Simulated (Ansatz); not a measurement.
# SiGeF+ (triplet): the correlation ladder, cc-pVDZ

How much of the correlation energy of SiGeF+ (triplet) does each wave-function method recover here?

Program: Ansatz 0.2.0, Gaussian basis. Level of theory: cc-pVDZ, core rule «outside noble gas», up to 20 orbitals frozen. These are calculated values, not measurements.

To be run: UHF; CCSD(T) on ROHF; CCSD(T) on UHF; BCCD(T) on ROHF; CISD; CCSDT(Q) on ROHF; CCSDT(Q) on UHF.

39 further runs of the same task are left out: 10 for a known fault of the program, 14 that didn't finish, 15 set aside as unsound or not needed.

### Step 1. What is computed

The geometry is a PBE0/def2-TZVP stationary point (not a proven minimum) of the parent state, kept for this charge and spin. No spin-orbit coupling is included. The filled d shell of Ge may be among the frozen orbitals whatever the setting's name suggests; the logs give the count.

3 atoms, charge 1, spin multiplicity 3.

Atoms are counted from 1 here; the program's logs count them from 0.

Bond lengths: F1–Ge2 1.759 Å, Ge2–Si3 2.416 Å. Angles: F1–Ge2–Si3 106.7°.

Coordinates:

```xyz
3

F     0.0000   -1.0682    1.3607
Ge    0.0000    0.3971    0.3881
Si    0.0000   -0.3044   -1.9241
```

### Step 2. UHF

Contents of in.yaml:

```yaml
crystal:
  periodic: [false, false, false]
  atoms:
    - {symbol: F, position_ang: [0.000000, -1.068183, 1.360686]}
    - {symbol: Ge, position_ang: [0.000000, 0.397053, 0.388067]}
    - {symbol: Si, position_ang: [0.000000, -0.304362, -1.924126]}
basis:
  gaussian: {orbitals: cc-pVDZ}
total_charge: 1
magnetization: {spin_polarized: true, initial_magnetization: 2}
hamiltonian: {xc: hf}
output: {orbitals: {seedname: orbitals}}
```

Command:

```
$ ansatz run in.yaml --threads 1 --pin off --events-out ev --progress --plain --max-ram 2393MiB
```

Further steps of the session: CCSD(T) on ROHF; CCSD(T) on UHF; BCCD(T) on ROHF; CISD; CCSDT(Q) on ROHF; CCSDT(Q) on UHF.

Before running them: what should the planned runs give, taken together? Wanted: UCCSDT(Q) below the RHF energy; RMP2 from UCCSDT(Q); UMP2 from UCCSDT(Q); RCCSD from UCCSDT(Q); RCCSD(T) from UCCSDT(Q); UCCSD(T) from UCCSDT(Q); RCCSDT(Q) from UCCSDT(Q); T1 diagnostic.

As calculated:

| quantity | value |
| --- | --- |
| UCCSDT(Q) below the RHF energy | -9.5383 eV |
| RMP2 from UCCSDT(Q) | +24.99 kcal/mol |
| UMP2 from UCCSDT(Q) | +26.38 kcal/mol |
| RCCSD from UCCSDT(Q) | +8.22 kcal/mol |
| RCCSD(T) from UCCSDT(Q) | +1.82 kcal/mol |
| UCCSD(T) from UCCSDT(Q) | +1.83 kcal/mol |
| RCCSDT(Q) from UCCSDT(Q) | +0.24 kcal/mol |
| levels within 1 kcal/mol (43 meV) | RCCSDT, UCCSDT, RCCSDT(Q) |
| T1 diagnostic | 0.031 |

In words: RCCSD(T) lands +1.82 kcal/mol from the yardstick (0.8 % of the correlation energy). These misses are within one basis, not against nature; the frozen cores of restricted and unrestricted runs differ, which can shift their rows.
